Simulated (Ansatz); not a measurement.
The system is Cu3O2.

```
Cu O
1.0
    -2.02298    2.02298    3.67362
     2.02298   -2.02298    3.67362
     2.02298    2.02298   -3.67362
Cu O
3 2
Direct
  0.00000 0.00000 0.00000
  0.75000 0.25000 0.50000
  0.25000 0.75000 0.50000
  0.50000 0.00000 0.50000
  0.00000 0.50000 0.50000
```

The cell comes from a database or a generator and needn't be the stable form of this composition.

Base run:

| Property | Result |
| --- | --- |
| Program | Ansatz 0.2.0 |
| Functional | LDA |
| Potentials or basis | Ansatz PAW |
| Cutoff | 420 eV (not typed: the program's choice for these potentials) |
| k mesh | 9 × 9 × 9 |
| Occupations | fermi-dirac, width 0.05 eV |
| Spin | no spin polarisation |

Its results: band gap on the k mesh none (metal or under the smearing width); pressure -11.8 GPa.

**Question.** The run is repeated on the same cell with these changes: functional from LDA to r2SCAN; cutoff from 420 eV (not typed: the program's choice for these potentials) to 500 eV (not typed: the program's choice for these potentials). What comes out?

**Answer.** Band gap on the k mesh none (metal or under the smearing width); pressure -4.6 GPa.

Caveats: an odd number of electrons without spin polarisation forces a metal; a magnetic or distorted state may lie lower; the run has no spin polarisation, though such a crystal can be magnetic; semilocal functionals often make such compounds metallic where correlation or magnetic order opens a gap, which also shifts bond lengths; the PAW data sets come from PBE, with cores solved anew for the run's functional, which leaves a small shift of forces and pressure.
